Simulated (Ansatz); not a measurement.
# Ta4NiO11 (P2/m) in Ansatz: further runs, part 2 of 2

Ansatz 0.2.0. The steps go on from the part before.

## Step 3: Projected density of states, PBE+U, collinear spin, ferromagnetic start

File input.yaml:

```yaml
crystal:
  lattice:
    - [4.77089, 0.0, 0.00513]
    - [0.0, 5.82454, 0.0]
    - [-1.98628, 0.0, 7.25051]
  atoms:
    - { symbol: Ta, position: [0.61339, 0.5, 0.76042] }
    - { symbol: Ta, position: [0.38661, 0.5, 0.23958] }
    - { symbol: Ta, position: [0.16615, 0.0, 0.79875] }
    - { symbol: Ta, position: [0.83385, 0.0, 0.20125] }
    - { symbol: Ni, position: [0.5, 0.0, 0.5], spin: 1.0 }
    - { symbol: O, position: [0.33278, 0.79913, 0.65053] }
    - { symbol: O, position: [0.66722, 0.79913, 0.34947] }
    - { symbol: O, position: [0.90047, 0.25786, 0.80718] }
    - { symbol: O, position: [0.09953, 0.25786, 0.19282] }
    - { symbol: O, position: [0.66722, 0.20087, 0.34947] }
    - { symbol: O, position: [0.33278, 0.20087, 0.65053] }
    - { symbol: O, position: [0.09953, 0.74214, 0.19282] }
    - { symbol: O, position: [0.90047, 0.74214, 0.80718] }
    - { symbol: O, position: [0.5, 0.5, 0.0] }
    - { symbol: O, position: [0.5, 0.0, 0.0] }
    - { symbol: O, position: [0.5, 0.5, 0.5] }
hamiltonian:
  xc: pbe
  pseudopotentials: { kind: paw }
  hubbard:
    sites:
      - { species: Ni, l: d, u_eff: 4.0 }
      - { species: Ta, l: d, u_eff: 4.0 }
magnetization:
  spin_polarized: true
kpoints:
  mp_grid: { grid: [6, 5, 4] }
scf:
  occupations: { method: fermi_dirac, width: 0.05 }
  n_extra_bands: 40
output:
  forces: true
  stress: true
  eigenvalues: true
  dos: { projected: true, de: 0.05, nscf_kmesh: { grid: [9, 8, 6] } }
```

Potentials or basis: Ansatz PAW.

Command:

```sh
$ ansatz run input.yaml --threads 8 --pin off --max-ram 20480MiB --backend cpu --events-out ev --progress --plain --runs-dir out
```

Wall time 11 min (8 threads of Arm Neoverse V1, shared host); peak memory 7 GiB.

Results (log left out):

* Free energy: -51803.0035 eV
* Pressure: 2.7 GPa
* Largest force: 0.520 eV/Å
* Band gap on the k mesh: 2.34 eV, indirect (least direct gap 2.44 eV)
* Net moment: 0.00 μB per cell
* Absolute moment: 0.61 μB per cell

Forces on the atoms (eV/Å):
```
Ta  -0.416  0.000 -0.293
Ta   0.416  0.000  0.293
Ta   0.223  0.000  0.048
Ta  -0.223  0.000 -0.048
Ni   0.000  0.000  0.000
O   -0.221 -0.400  0.248
O    0.221 -0.400 -0.248
O    0.053 -0.231  0.022
O   -0.053 -0.231 -0.022
O    0.221  0.400 -0.248
O   -0.221  0.400  0.248
O   -0.053  0.231 -0.022
O    0.053  0.231  0.022
O    0.000  0.000  0.000
O    0.000  0.000  0.000
O    0.000  0.000  0.000
```

Stress tensor (GPa, compression positive):
```
 3.53  0.00 -0.77
 0.00  2.40  0.00
-0.77  0.00  2.09
```

Levels at points of the mesh, in eV from the valence-band top:
Spin up:
```csv
k point,band 66,band 67,band 68,band 69,band 70,band 71
"(0.00, 0.00, 0.00)",-0.63,-0.38,-0.03,2.41,2.63,2.84
"(0.00, 0.00, -0.50)",-0.60,-0.28,0.00,2.60,2.76,3.08
"(-0.50, 0.00, 0.00)",-0.79,-0.62,-0.21,2.51,2.82,3.15
"(-0.50, 0.00, -0.50)",-0.62,-0.52,-0.32,2.66,3.15,3.17
```
Spin down:
```
             k point  band 66  band 67  band 68  band 69  band 70  band 71
  (0.00, 0.00, 0.00)    -0.63    -0.38    -0.03     2.41     2.63     2.84
 (0.00, 0.00, -0.50)    -0.60    -0.28     0.00     2.60     2.76     3.08
 (-0.50, 0.00, 0.00)    -0.79    -0.62    -0.21     2.51     2.82     3.15
(-0.50, 0.00, -0.50)    -0.62    -0.52    -0.32     2.66     3.15     3.17
```

States per cell in windows of 1 eV (zero at the valence-band top; states under -8 eV left out):
```tsv
from (eV)	up	down	O 2p down	O 2p up	Ta 5d up	Ta 5d down	Ni 3d up	Ni 3d down
-8.0	0.00	0.00	0.00	0.00	0.00	0.00	0.00	0.00
-7.0	0.22	0.22	0.16	0.16	0.03	0.03	0.01	0.01
-6.0	6.56	6.56	4.49	4.49	1.43	1.43	0.19	0.19
-5.0	6.35	6.35	4.53	4.53	1.24	1.24	0.33	0.33
-4.0	4.58	4.58	3.34	3.34	0.52	0.52	0.55	0.55
-3.0	7.17	7.17	5.55	5.55	0.63	0.63	0.75	0.75
-2.0	7.28	7.28	5.44	5.44	0.37	0.37	1.30	1.30
-1.0	4.84	4.84	3.39	3.39	0.19	0.19	1.11	1.11
0.0	0.00	0.00	0.00	0.00	0.00	0.00	0.00	0.00
1.0	0.00	0.00	0.00	0.00	0.00	0.00	0.00	0.00
2.0	1.64	1.64	0.31	0.31	0.60	0.60	0.59	0.59
3.0	4.13	4.13	0.58	0.58	3.08	3.08	0.05	0.05
4.0	3.98	3.98	0.80	0.80	2.63	2.63	0.03	0.03
5.0	3.90	3.90	0.95	0.95	2.46	2.46	0.01	0.01
6.0	3.00	3.00	0.59	0.59	1.60	1.60	0.01	0.01
7.0	2.54	2.54	0.44	0.44	1.29	1.29	0.00	0.00
```

Eigenvalues of the final occupation matrices:
| site | spin | trace | eigenvalues |
| --- | --- | --- | --- |
| site 1 | 1 | 1.34 | 0.21 0.24 0.25 0.31 0.33 |
| site 1 | 2 | 1.34 | 0.21 0.24 0.25 0.31 0.33 |
| site 2 | 1 | 1.34 | 0.21 0.24 0.25 0.31 0.33 |
| site 2 | 2 | 1.34 | 0.21 0.24 0.25 0.31 0.33 |
| site 3 | 1 | 1.39 | 0.23 0.26 0.26 0.30 0.34 |
| site 3 | 2 | 1.39 | 0.23 0.26 0.26 0.30 0.34 |
| site 4 | 1 | 1.39 | 0.23 0.26 0.26 0.30 0.34 |
| site 4 | 2 | 1.39 | 0.23 0.26 0.26 0.30 0.34 |
| site 5 | 1 | 4.25 | 0.31 0.96 0.99 0.99 0.99 |
| site 5 | 2 | 4.25 | 0.31 0.96 0.99 0.99 0.99 |

Caveat: the magnetic or orbital state may not be the lowest; odd divisions of the mesh miss points on the zone boundary, where band edges often lie, so the gap on the mesh can be too wide; the pressure holds a Pulay correction of +0.7 GPa for the finite cutoff; spin-orbit coupling is left out, which moves the levels of the heavy elements; the density of states is complete only up to the lowest level of the last band computed; the starting moments weren't kept.

## Step 4: Projected density of states, PBE+U, collinear spin, ferromagnetic start

Changes to input.yaml since step 3:

```diff
@@ -27,4 +27,4 @@
     sites:
-      - { species: Ni, l: d, u_eff: 4.0 }
-      - { species: Ta, l: d, u_eff: 4.0 }
+      - { species: Ni, l: d, u_eff: 6.0 }
+      - { species: Ta, l: d, u_eff: 6.0 }
 magnetization:
@@ -41 +41,5 @@
   dos: { projected: true, de: 0.05, nscf_kmesh: { grid: [9, 8, 6] } }
+  write_density: true
+  write_potential: true
+  elf: true
+  volumetric_format: npy
```

Command:

```sh
$ ansatz run input.yaml --threads 8 --pin off --max-ram 20480MiB --backend cpu --events-out ev --progress --plain --runs-dir out
```

Wall time 12 min (8 threads of Arm Neoverse V1, shared host); peak memory 7 GiB.

The run converged. Its results:

```
Free energy            : -51794.7231 eV
Pressure               : 4.2 GPa
Largest force          : 0.756 eV/Å
Band gap on the k mesh : 2.66 eV, indirect (least direct gap 2.69 eV)
Net moment             : 0.00 μB per cell
Absolute moment        : 0.74 μB per cell
```

Forces on the atoms (eV/Å):
```
Ta  -0.622  0.000 -0.429
Ta   0.622  0.000  0.429
Ta   0.237  0.000  0.084
Ta  -0.237  0.000 -0.084
Ni   0.000  0.000  0.000
O   -0.286 -0.589  0.332
O    0.286 -0.589 -0.332
O    0.083 -0.346  0.041
O   -0.083 -0.346 -0.041
O    0.286  0.589 -0.332
O   -0.286  0.589  0.332
O   -0.083  0.346 -0.041
O    0.083  0.346  0.041
O    0.000  0.000  0.000
O    0.000  0.000  0.000
O    0.000  0.000  0.000
```

Stress tensor (GPa, compression positive):
```
 5.47  0.00 -1.22
 0.00  3.90  0.00
-1.22  0.00  3.37
```

Levels at points of the mesh, in eV from the valence-band top:
Spin up:
| k point | band 66 | band 67 | band 68 | band 69 | band 70 | band 71 |
| --- | --- | --- | --- | --- | --- | --- |
| (0.00, 0.00, 0.00) | -0.63 | -0.53 | -0.03 | 2.66 | 2.94 | 2.96 |
| (0.00, 0.00, -0.50) | -0.70 | -0.41 | 0.00 | 2.88 | 3.05 | 3.20 |
| (-0.50, 0.00, 0.00) | -1.01 | -0.91 | -0.20 | 2.78 | 3.04 | 3.36 |
| (-0.50, 0.00, -0.50) | -0.94 | -0.70 | -0.30 | 2.93 | 3.28 | 3.34 |
Spin down:
```
             k point  band 64  band 65  band 66  band 67  band 68  band 69  band 70  band 71  band 72  band 73
  (0.00, 0.00, 0.00)    -1.16    -0.74    -0.63    -0.53    -0.03     2.66     2.94     2.96     3.55     3.76
 (0.00, 0.00, -0.50)    -0.99    -0.92    -0.70    -0.41     0.00     2.88     3.05     3.20     3.40     3.90
 (-0.50, 0.00, 0.00)    -1.12    -1.06    -1.01    -0.91    -0.20     2.78     3.04     3.36     3.39     3.53
(-0.50, 0.00, -0.50)    -1.14    -1.11    -0.94    -0.70    -0.30     2.93     3.28     3.34     3.66     3.87
```

States per cell in windows of 0.5 eV (zero at the valence-band top; states under -8 eV left out):
| from (eV) | up | down | O 2p down | O 2p up | Ta 5d up | Ta 5d down | Ni 3d down | Ni 3d up |
| --- | --- | --- | --- | --- | --- | --- | --- | --- |
| -8.0 | 0.00 | 0.00 | 0.00 | 0.00 | 0.00 | 0.00 | 0.00 | 0.00 |
| -7.5 | 0.00 | 0.00 | 0.00 | 0.00 | 0.00 | 0.00 | 0.00 | 0.00 |
| -7.0 | 0.00 | 0.00 | 0.00 | 0.00 | 0.00 | 0.00 | 0.00 | 0.00 |
| -6.5 | 0.50 | 0.50 | 0.31 | 0.31 | 0.07 | 0.07 | 0.08 | 0.08 |
| -6.0 | 2.99 | 2.99 | 2.02 | 2.02 | 0.50 | 0.50 | 0.20 | 0.20 |
| -5.5 | 3.08 | 3.08 | 2.05 | 2.05 | 0.72 | 0.72 | 0.15 | 0.15 |
| -5.0 | 2.79 | 2.79 | 1.81 | 1.81 | 0.54 | 0.54 | 0.34 | 0.34 |
| -4.5 | 3.98 | 3.98 | 2.64 | 2.64 | 0.63 | 0.63 | 0.56 | 0.56 |
| -4.0 | 2.99 | 2.99 | 1.92 | 1.92 | 0.35 | 0.35 | 0.62 | 0.62 |
| -3.5 | 1.89 | 1.90 | 1.26 | 1.26 | 0.20 | 0.20 | 0.37 | 0.37 |
| -3.0 | 3.39 | 3.39 | 2.35 | 2.35 | 0.35 | 0.35 | 0.57 | 0.57 |
| -2.5 | 3.78 | 3.78 | 2.88 | 2.88 | 0.30 | 0.30 | 0.48 | 0.48 |
| -2.0 | 3.97 | 3.97 | 3.33 | 3.33 | 0.27 | 0.27 | 0.26 | 0.26 |
| -1.5 | 3.66 | 3.66 | 3.06 | 3.06 | 0.16 | 0.16 | 0.35 | 0.35 |
| -1.0 | 2.16 | 2.16 | 1.88 | 1.88 | 0.07 | 0.07 | 0.15 | 0.15 |
| -0.5 | 1.78 | 1.78 | 1.55 | 1.55 | 0.09 | 0.09 | 0.07 | 0.07 |
| 0.0 | 0.03 | 0.03 | 0.03 | 0.03 | 0.00 | 0.00 | 0.00 | 0.00 |
| 0.5 | 0.00 | 0.00 | 0.00 | 0.00 | 0.00 | 0.00 | 0.00 | 0.00 |
| 1.0 | 0.00 | 0.00 | 0.00 | 0.00 | 0.00 | 0.00 | 0.00 | 0.00 |
| 1.5 | 0.00 | 0.00 | 0.00 | 0.00 | 0.00 | 0.00 | 0.00 | 0.00 |
| 2.0 | 0.00 | 0.00 | 0.00 | 0.00 | 0.00 | 0.00 | 0.00 | 0.00 |
| 2.5 | 1.02 | 1.02 | 0.21 | 0.21 | 0.14 | 0.14 | 0.58 | 0.58 |
| 3.0 | 1.22 | 1.22 | 0.12 | 0.12 | 0.91 | 0.91 | 0.03 | 0.03 |
| 3.5 | 2.41 | 2.41 | 0.29 | 0.29 | 1.80 | 1.80 | 0.04 | 0.04 |
| 4.0 | 2.22 | 2.22 | 0.36 | 0.36 | 1.56 | 1.56 | 0.03 | 0.03 |
| 4.5 | 1.63 | 1.63 | 0.31 | 0.31 | 1.07 | 1.07 | 0.01 | 0.01 |
| 5.0 | 2.64 | 2.64 | 0.54 | 0.54 | 1.73 | 1.73 | 0.01 | 0.01 |
| 5.5 | 1.94 | 1.94 | 0.45 | 0.45 | 1.25 | 1.25 | 0.00 | 0.00 |
| 6.0 | 1.85 | 1.85 | 0.41 | 0.41 | 1.04 | 1.04 | 0.01 | 0.01 |
| 6.5 | 1.52 | 1.52 | 0.29 | 0.29 | 0.81 | 0.81 | 0.00 | 0.00 |
| 7.0 | 1.61 | 1.61 | 0.28 | 0.28 | 0.85 | 0.85 | 0.00 | 0.00 |
| 7.5 | 1.04 | 1.04 | 0.18 | 0.18 | 0.51 | 0.51 | 0.00 | 0.00 |

Eigenvalues of the final occupation matrices:
```csv
site,spin,trace,eigenvalues
site 1,1,1.29,0.19 0.23 0.24 0.31 0.32
site 1,2,1.29,0.19 0.23 0.24 0.31 0.32
site 2,1,1.29,0.19 0.23 0.24 0.31 0.32
site 2,2,1.29,0.19 0.23 0.24 0.31 0.32
site 3,1,1.34,0.22 0.24 0.25 0.29 0.34
site 3,2,1.34,0.22 0.24 0.25 0.29 0.34
site 4,1,1.34,0.22 0.24 0.25 0.29 0.34
site 4,2,1.34,0.22 0.24 0.25 0.29 0.34
site 5,1,4.22,0.27 0.97 1.00 1.00 1.00
site 5,2,4.22,0.27 0.97 1.00 1.00 1.00
```

Caveat: the magnetic or orbital state may not be the lowest; odd divisions of the mesh miss points on the zone boundary, where band edges often lie, so the gap on the mesh can be too wide; the pressure holds a Pulay correction of +0.7 GPa for the finite cutoff; spin-orbit coupling is left out, which moves the levels of the heavy elements; the density of states is complete only up to the lowest level of the last band computed; the starting moments weren't kept.

## Step 5: Projected density of states, PBE+U, collinear spin, ferromagnetic start

Changes to input.yaml since step 4:

```diff
@@ -27,4 +27,4 @@
     sites:
-      - { species: Ni, l: d, u_eff: 6.0 }
-      - { species: Ta, l: d, u_eff: 6.0 }
+      - { species: Ni, l: d, u_eff: 8.0 }
+      - { species: Ta, l: d, u_eff: 8.0 }
 magnetization:
@@ -41,5 +41 @@
   dos: { projected: true, de: 0.05, nscf_kmesh: { grid: [9, 8, 6] } }
-  write_density: true
-  write_potential: true
-  elf: true
-  volumetric_format: npy
```

Command:

```sh
$ ansatz run input.yaml --threads 8 --pin off --max-ram 20480MiB --backend cpu --events-out ev --progress --plain --runs-dir out
```

Run time: 13 min. Hardware: 8 threads of Arm Neoverse V1, shared host; peak memory 7 GiB.

The run converged. Its results:

* Free energy: -51786.7164 eV
* Pressure: 6.0 GPa
* Largest force: 1.004 eV/Å
* Band gap on the k mesh: 2.87 eV, indirect (least direct gap 2.91 eV)
* Net moment: 0.00 μB per cell
* Absolute moment: 0.84 μB per cell

Forces in eV/Å, atoms in the order of the input:
```
Ta  -0.830  0.000 -0.566
Ta   0.830  0.000  0.566
Ta   0.200  0.000  0.118
Ta  -0.200  0.000 -0.118
Ni   0.000  0.000  0.000
O   -0.329 -0.775  0.397
O    0.328 -0.775 -0.397
O    0.117 -0.459  0.070
O   -0.117 -0.459 -0.070
O    0.329  0.775 -0.397
O   -0.328  0.775  0.397
O   -0.117  0.459 -0.070
O    0.117  0.459  0.070
O    0.000  0.000  0.000
O    0.000  0.000  0.000
O    0.000  0.000  0.000
```

Stress tensor (GPa, compression positive):
```
 7.55  0.00 -1.71
 0.00  5.59  0.00
-1.71  0.00  4.82
```

Levels at points of the mesh, in eV from the valence-band top:
Spin up:
| k point | band 66 | band 67 | band 68 | band 69 | band 70 | band 71 |
| --- | --- | --- | --- | --- | --- | --- |
| (0.00, 0.00, 0.00) | -0.64 | -0.56 | -0.04 | 2.87 | 3.12 | 3.31 |
| (0.00, 0.00, -0.50) | -0.70 | -0.44 | 0.00 | 3.19 | 3.27 | 3.46 |
| (-0.50, 0.00, 0.00) | -1.02 | -0.99 | -0.19 | 3.07 | 3.29 | 3.58 |
| (-0.50, 0.00, -0.50) | -1.08 | -0.75 | -0.29 | 3.23 | 3.38 | 3.56 |
Spin down:
| k point | band 64 | band 65 | band 66 | band 67 | band 68 | band 69 | band 70 | band 71 | band 72 | band 73 |
| --- | --- | --- | --- | --- | --- | --- | --- | --- | --- | --- |
| (0.00, 0.00, 0.00) | -1.19 | -0.73 | -0.64 | -0.56 | -0.04 | 2.87 | 3.12 | 3.31 | 3.87 | 3.89 |
| (0.00, 0.00, -0.50) | -1.17 | -0.91 | -0.70 | -0.44 | 0.00 | 3.19 | 3.27 | 3.46 | 3.75 | 3.94 |
| (-0.50, 0.00, 0.00) | -1.15 | -1.11 | -1.02 | -0.99 | -0.19 | 3.07 | 3.29 | 3.58 | 3.61 | 3.75 |
| (-0.50, 0.00, -0.50) | -1.17 | -1.15 | -1.08 | -0.75 | -0.29 | 3.23 | 3.38 | 3.56 | 3.89 | 4.05 |

States per cell in windows of 1 eV (zero at the valence-band top; states under -8 eV left out):
```
from (eV)    up  down  O 2p down  O 2p up  Ta 5d down  Ta 5d up  Ni 3d down  Ni 3d up
     -8.0  0.00  0.00       0.00     0.00        0.00      0.00        0.00      0.00
     -7.0  1.94  1.94       0.96     0.96        0.17      0.17        0.65      0.65
     -6.0  6.80  6.80       3.85     3.85        1.16      1.16        1.41      1.41
     -5.0  6.12  6.12       3.93     3.93        0.98      0.98        0.96      0.96
     -4.0  4.72  4.72       3.42     3.42        0.62      0.62        0.49      0.49
     -3.0  6.88  6.88       5.71     5.71        0.60      0.60        0.31      0.31
     -2.0  7.30  7.30       6.46     6.46        0.39      0.39        0.27      0.27
     -1.0  3.25  3.25       2.94     2.94        0.14      0.14        0.07      0.07
      0.0  0.00  0.00       0.00     0.00        0.00      0.00        0.00      0.00
      1.0  0.00  0.00       0.00     0.00        0.00      0.00        0.00      0.00
      2.0  0.05  0.05       0.01     0.01        0.01      0.01        0.02      0.02
      3.0  3.88  3.88       0.44     0.44        2.28      2.28        0.61      0.61
      4.0  4.24  4.24       0.64     0.64        2.96      2.96        0.08      0.08
      5.0  4.79  4.79       0.94     0.94        3.16      3.16        0.02      0.02
      6.0  3.69  3.69       0.73     0.73        2.08      2.08        0.01      0.01
      7.0  2.70  2.70       0.47     0.47        1.35      1.35        0.01      0.01
```

Eigenvalues of the final occupation matrices:
| site | spin | trace | eigenvalues |
| --- | --- | --- | --- |
| site 1 | 1 | 1.24 | 0.17 0.21 0.23 0.31 0.32 |
| site 1 | 2 | 1.24 | 0.17 0.21 0.23 0.31 0.32 |
| site 2 | 1 | 1.24 | 0.17 0.21 0.23 0.31 0.32 |
| site 2 | 2 | 1.24 | 0.17 0.21 0.23 0.31 0.32 |
| site 3 | 1 | 1.29 | 0.20 0.23 0.23 0.29 0.34 |
| site 3 | 2 | 1.29 | 0.20 0.23 0.23 0.29 0.34 |
| site 4 | 1 | 1.29 | 0.20 0.23 0.23 0.29 0.34 |
| site 4 | 2 | 1.29 | 0.20 0.23 0.23 0.29 0.34 |
| site 5 | 1 | 4.19 | 0.22 0.98 1.00 1.00 1.00 |
| site 5 | 2 | 4.19 | 0.22 0.98 1.00 1.00 1.00 |

Caveat: the magnetic or orbital state may not be the lowest; odd divisions of the mesh miss points on the zone boundary, where band edges often lie, so the gap on the mesh can be too wide; the pressure holds a Pulay correction of +0.7 GPa for the finite cutoff; spin-orbit coupling is left out, which moves the levels of the heavy elements; forces of over 1 eV/Å show positions far from the minimum, so gaps and moduli don't describe the material at rest; the density of states is complete only up to the lowest level of the last band computed; the starting moments weren't kept. The state reached can hang on the start; a lower one may exist.

## Step 6: Overview

| U | gap on the mesh (eV) | pressure (GPa) | moment (μB) | largest force (eV/Å) |
| --- | --- | --- | --- | --- |
| Ni d U = 2 eV, Ta d U = 2 eV | 1.74 | 1.2 | 0.00 | 0.27 |
| Ni d U = 4 eV, Ta d U = 4 eV | 2.34 | 2.7 | 0.00 | 0.52 |
| Ni d U = 6 eV, Ta d U = 6 eV | 2.66 | 4.2 | 0.00 | 0.76 |
| Ni d U = 8 eV, Ta d U = 8 eV | 2.87 | 6.0 | 0.00 | 1.00 |

Alike in all rows: task projected density of states; level PBE+U; potentials or basis Ansatz PAW; spin collinear, ferromagnetic start; cell as given; k mesh 6 × 5 × 4; cutoff (eV) 420; smearing fermi-dirac 0.05 eV.

On the cell as given the gap runs from 1.74 eV (PBE+U) to 2.87 eV (PBE+U).

Caveats: the magnetic or orbital state may not be the lowest; odd divisions of the mesh miss points on the zone boundary, where band edges often lie, so the gap on the mesh can be too wide; spin-orbit coupling is left out, which moves the levels of the heavy elements; the density of states is complete only up to the lowest level of the last band computed; the starting moments weren't kept; forces of over 1 eV/Å show positions far from the minimum, so gaps and moduli don't describe the material at rest (some runs).

Absolute energies hang on the potentials; compare differences alone.
